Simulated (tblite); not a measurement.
# Nb6O15: the cost of one run

Computed with tblite 0.8.0 and PySCF 2.14.0 and routines of our own; the level stands in each step. Atoms count from 0.

## 1. The starting structure

21 atoms, charge 0, multiplicity 1; geometry from: force field, distance geometry or constructed start.

## 2. Geometry optimisation with GFN1-xTB

The job: settings as JSON, then the geometry in Å.

```
{"job": {"kind": "relax", "xc": "GFN1-xTB", "basis": "xTB"}, "charge": 0, "multiplicity": 1}
Nb    -2.554600     0.407700     2.229400
Nb    -0.412700    -1.737900     2.224100
Nb     1.745700    -1.742800     0.082000
Nb    -0.410200     2.563900    -2.075200
Nb     1.739500     0.408300    -2.065600
Nb    -0.412800     0.409000     0.078400
O     -2.559400    -1.738800     2.227700
O     -2.556100     0.412200     0.082500
O     -2.556800     2.107400     2.230600
O     -0.412300     0.408700     2.232600
O     -0.411600    -1.741700     0.078900
O     -0.412000    -3.442500     2.231000
O      1.737100    -1.739800     2.236000
O      1.742700    -1.741100    -2.071700
O      1.738300    -3.435400     0.081200
O      1.738600     0.410100     0.087300
O     -0.409100     4.261400    -2.068100
O     -0.410600     0.406100    -2.070000
O      1.739900     2.561300    -2.066500
O     -0.406700     2.560400     0.083700
O      1.738200     0.413300    -3.767500
```

Run with:

```bash
OMP_NUM_THREADS=2 python large_run.py task.json out
```

The driver reads the jobs from task.json and runs them one after another.

Q: Estimate the wall time and peak memory of this first job on 2 threads of Arm Neoverse V2, shared host.

About 2.7 s, with a peak of 0.16 GiB.
